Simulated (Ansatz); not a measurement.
# SiH4O3 (SMILES O[SiH](O)O) at 6 levels

We compute a comparison of 6 runs (HF/3-21G, CAM-B3LYP/6-311+G**, SVWN5/6-311+G**, r2SCAN/6-311+G**, revPBE/6-311+G**, CCSD/6-311+G**) of SiH4O3. 

Program for the calculation: Ansatz 0.2.0.

30 further runs of the same task are left out: 30 set aside as unsound or not needed. Runs told in other sessions of the task aren't counted.

## (1) The molecule

SiH4O3 has 8 atoms, charge 0, and is taken as a singlet. SMILES: `O[SiH](O)O`. One bond was lengthened or shortened from a relaxed shape.

Bond lengths: O1–Si2 1.630 Å, Si2–O3 1.641 Å, Si2–O4 1.633 Å, O1–H5 0.959 Å, Si2–H6 1.476 Å, O3–H7 1.102 Å, O4–H8 0.958 Å. Angles: O1–Si2–O3 114.4°, O1–Si2–O4 109.0°, O3–Si2–O4 105.0°, O1–Si2–H6 104.5°, O3–Si2–H6 110.6°, O4–Si2–H6 113.5°, Si2–O1–H5 117.6°, Si2–O3–H7 117.9°, Si2–O4–H8 116.6°.

## (2) A single-point energy at HF/3-21G (run 1)

run.yaml

```yaml
crystal:
  periodic: [false, false, false]
  atoms:
    - {symbol: O, position_ang: [-0.050942, 1.587884, -0.313547]}
    - {symbol: Si, position_ang: [-0.280442, 0.051684, 0.180653]}
    - {symbol: O, position_ang: [1.060458, -0.892016, 0.107953]}
    - {symbol: O, position_ang: [-1.359642, -0.670616, -0.809847]}
    - {symbol: H, position_ang: [0.067958, 1.738884, -1.253047]}
    - {symbol: H, position_ang: [-0.751642, 0.178484, 1.573453]}
    - {symbol: H, position_ang: [1.894900, -0.655000, 0.786800]}
    - {symbol: H, position_ang: [-1.250542, -1.612616, -0.948247]}
basis:
  gaussian:
    orbitals: 3-21G.json
hamiltonian:
  xc: hf
accuracy: high
output: {orbitals: {seedname: orbitals}}
```

The basis set 3-21G is read from a file made from the Basis Set Exchange's data (not shown).

The run is started by

```console
ansatz run run.yaml --threads 1 --pin off --max-ram 3480MiB --events-out events.jsonl --progress --plain --runs-dir runs
```

The log of the run:

```text
Warning: RAYON_NUM_THREADS=1 ignored (pool sized by the plan → 1); use --threads N
Functional definition: HF
  name "HF"
  exchange = exact_x
  correlation = 0
1051 factors; integrals over basis functions are off by at most 3.7e-9 eV
mean field evaluation 1: about -13960.2951 eV, gradient 4.7e1 eV
mean field evaluation 2: about -13960.5729 eV, gradient 4.8e1 eV
mean field evaluation 4: about -13964.4992 eV, gradient 2.0e0 eV
mean field evaluation 8: about -13964.5383 eV, gradient 2.3e-1 eV
mean field evaluation 16: about -13964.5384 eV, gradient 4.7e-8 eV
mean field -13964.53844219 eV, -513.1873222462 hartree, gradient 4.7e-8 eV, S^2 0.000000; 0 other end points of the search recorded, 0 dependent functions left out
reference -13964.53844219 eV, -513.1873222462 hartree; 21, 21 occupied and 27, 27 virtual orbitals, 1051 factors
Total energy: -13964.53844219 eV, -513.1873222462 hartree
```

It took 0.5 s on 1 thread of Arm Neoverse V2, shared host; peak memory 0.096 GiB.

## (3) A single-point energy at CAM-B3LYP/6-311+G(d,p) (run 2)

run.yaml, as its differences from that of step 2:

```diff
@@ -1 +1,4 @@
+basis:
+  gaussian:
+    orbitals: 6-311+G_st__st_-spherical.json
 crystal:
@@ -11,7 +14,4 @@
     - {symbol: H, position_ang: [-1.250542, -1.612616, -0.948247]}
-basis:
-  gaussian:
-    orbitals: 3-21G.json
 hamiltonian:
-  xc: hf
+  xc: {name: CAM-B3LYP}
 accuracy: high
```

The basis set 6-311+G** is read from a file made from the Basis Set Exchange's data (not shown).

The run is started by

```console
ansatz run run.yaml --threads 1 --pin off --max-ram 3480MiB --events-out events.jsonl --progress --plain --runs-dir runs
```

The log of the run:

```text
Warning: RAYON_NUM_THREADS=1 ignored (pool sized by the plan → 1); use --threads N
Functional definition: CAM-B3LYP
  name "CAM-B3LYP"
  parameter alpha = 0.19
  parameter beta = 0.46
  parameter omega = 0.33/bohr
  parameter ac = 0.81
  exchange = (1 - alpha - beta)*b88_x + beta*b88_x_sr(omega) + alpha*exact_x + beta*exact_x_lr(omega)
  correlation = (1 - ac)*vwn5_c + ac*lyp_c
2265 factors; integrals over basis functions are off by at most 7.8e-9 eV
473 factors; integrals over basis functions are off by at most 2.5e-9 eV
mean field evaluation 1: about -14076.7607 eV, gradient 8.5e1 eV
mean field evaluation 2: about -14067.9023 eV, gradient 1.1e2 eV
mean field evaluation 4: about -14087.9037 eV, gradient 3.0e0 eV
mean field evaluation 8: about -14088.0268 eV, gradient 1.4e-1 eV
mean field evaluation 16: about -14088.0269 eV, gradient 2.9e-5 eV
mean field -14088.02686301 eV, -517.7254380079 hartree, gradient 3.9e-8 eV, S^2 0.000000; 0 other end points of the search recorded, 0 dependent functions left out
reference -14088.02688435 eV, -517.7254387924 hartree; 21, 21 occupied and 99, 99 virtual orbitals, 2265 factors
Total energy: -14088.02688435 eV, -517.7254387924 hartree
```

Wall time 13 s (1 thread of Arm Neoverse V2, shared host); peak memory 0.47 GiB.

## (4) A single-point energy at SVWN5/6-311+G(d,p) (run 3)

in.yaml

```yaml
crystal:
  periodic: [false, false, false]
  atoms:
    - {symbol: O, position_ang: [-0.050942, 1.587884, -0.313547]}
    - {symbol: Si, position_ang: [-0.280442, 0.051684, 0.180653]}
    - {symbol: O, position_ang: [1.060458, -0.892016, 0.107953]}
    - {symbol: O, position_ang: [-1.359642, -0.670616, -0.809847]}
    - {symbol: H, position_ang: [0.067958, 1.738884, -1.253047]}
    - {symbol: H, position_ang: [-0.751642, 0.178484, 1.573453]}
    - {symbol: H, position_ang: [1.894900, -0.655000, 0.786800]}
    - {symbol: H, position_ang: [-1.250542, -1.612616, -0.948247]}
basis:
  gaussian:
    orbitals: 6-311+G_st__st_-spherical.json
hamiltonian:
  xc: {name: SVWN5}
accuracy: high
output: {orbitals: {seedname: orbitals}}
```

The basis set 6-311+G** is read from a file made from the Basis Set Exchange's data (not shown).

The run is started by

```console
ansatz run in.yaml --threads 1 --pin off --max-ram 3480MiB --events-out events.jsonl --progress --plain --runs-dir runs
```

The log of the run:

```text
Warning: RAYON_NUM_THREADS=1 ignored (pool sized by the plan → 1); use --threads N
Functional definition: SVWN5
  name "SVWN5"
  exchange = slater_x
  correlation = vwn5_c
2265 factors; integrals over basis functions are off by at most 7.8e-9 eV
mean field evaluation 1: about -13997.6479 eV, gradient 1.0e2 eV
mean field evaluation 2: about -13920.9345 eV, gradient 2.2e2 eV
mean field evaluation 4: about -14014.1453 eV, gradient 9.2e0 eV
mean field evaluation 8: about -14014.2968 eV, gradient 4.9e-1 eV
mean field evaluation 16: about -14014.2972 eV, gradient 1.4e-5 eV
mean field -14014.29717117 eV, -515.0159218088 hartree, gradient 2.1e-8 eV, S^2 0.000000; 0 other end points of the search recorded, 0 dependent functions left out
reference -14014.29717667 eV, -515.0159220107 hartree; 21, 21 occupied and 99, 99 virtual orbitals, 2265 factors
Total energy: -14014.29717667 eV, -515.0159220107 hartree
```

Wall time 6.9 s (1 thread of Arm Neoverse V2, shared host); peak memory 0.32 GiB.

Runs 4 to 5 aren't shown in full; the table further down has their settings and results.

## (5) The energy at CCSD/6-311+G(d,p) (run 6)

molecule.yaml

```yaml
crystal:
  periodic: [false, false, false]
  atoms:
    - {symbol: O, position_ang: [-0.050942, 1.587884, -0.313547]}
    - {symbol: Si, position_ang: [-0.280442, 0.051684, 0.180653]}
    - {symbol: O, position_ang: [1.060458, -0.892016, 0.107953]}
    - {symbol: O, position_ang: [-1.359642, -0.670616, -0.809847]}
    - {symbol: H, position_ang: [0.067958, 1.738884, -1.253047]}
    - {symbol: H, position_ang: [-0.751642, 0.178484, 1.573453]}
    - {symbol: H, position_ang: [1.894900, -0.655000, 0.786800]}
    - {symbol: H, position_ang: [-1.250542, -1.612616, -0.948247]}
basis:
  gaussian:
    orbitals: 6-311+G_st__st_-spherical.json
correlation:
  method: ccsd
  frozen_orbitals: {H: 0, O: 1, Si: 5}
accuracy: high
scf:
  omitted_lower_state_checks: [cluster_reference, increment]
```

The basis set 6-311+G** is read from a file made from the Basis Set Exchange's data (not shown).

The run is started by

```console
ansatz run molecule.yaml --threads 1 --pin off --max-ram 3480MiB --events-out events.jsonl --progress --plain --runs-dir runs
```

The log of the run, cut to the lines that bear on the results:

```text
Warning: RAYON_NUM_THREADS=1 ignored (pool sized by the plan → 1); use --threads N
Functional definition: HF
  name "HF"
[...]
2265 factors; integrals over basis functions are off by at most 7.8e-9 eV
[...]
mean field -14042.75412011 eV, -516.0616953936 hartree, gradient 8.3e-8 eV, S^2 0.000000; 0 other end points of the search recorded, 0 dependent functions left out
8 core orbitals not correlated: weight in the atoms' cores, before any rotation towards them, 1.000 or more for the frozen orbitals, at most 0.000 for the correlated occupied ones
reference -14042.75412011 eV, -516.0616953936 hartree; 13, 13 occupied and 99, 99 virtual orbitals, 2265 factors
second order -19.48369987 eV of doubles, -0.00000000 eV of singles
cycle   1  -19.32065009 eV  change    1.6e-1 eV  update   9.9e-2
[...]
cycle  21  -19.91100308 eV  change   7.2e-10 eV  update  8.2e-10
Total energy: -14062.66512319 eV, -516.7934112605 hartree
Checks for a lower state left out: cluster_reference, increment
```

Run time: 47 s. Hardware: 1 thread of Arm Neoverse V2, shared host; peak memory 1.1 GiB.

## (6) The series

| run | level | frozen core orbitals | energy (Eh) | HOMO energy (eV) | LUMO energy (eV) | HOMO–LUMO gap (eV) | wall time |
| --- | --- | --- | --- | --- | --- | --- | --- |
| 1 | HF/3-21G | – | -513.187322 | -12.64 | 5.28 | 17.92 | 0.5 s |
| 2 | CAM-B3LYP/6-311+G** | – | -517.725439 | -10.62 | 0.20 | 10.82 | 13 s |
| 3 | SVWN5/6-311+G** | – | -515.015922 | -7.66 | -1.33 | 6.33 | 6.9 s |
| 4 | r2SCAN/6-311+G** | – | -517.648447 | -7.89 | -0.59 | 7.30 | 17 s |
| 5 | revPBE/6-311+G** | – | -517.640942 | -7.45 | -1.24 | 6.21 | 9.3 s |
| 6 | CCSD/6-311+G** | 8 | -516.793411 | – | – | – | 47 s |

## (7) Results

```
                                          quantity          value
                               run 6: total energy  -516.79341 Eh
run 6: correlation energy (8 core orbitals frozen)     -731.7 mEh
                              run 6: T1 diagnostic          0.013
```

Over runs 1, 2, 3, 4, 5 the HOMO–LUMO gap runs from 6.21 eV (revPBE/6-311+G**) to 17.92 eV (HF/3-21G). The two ends differ in method and basis. Totals of different functionals can't be ranked against each other. All runs together took 93 s, the longest 47 s.
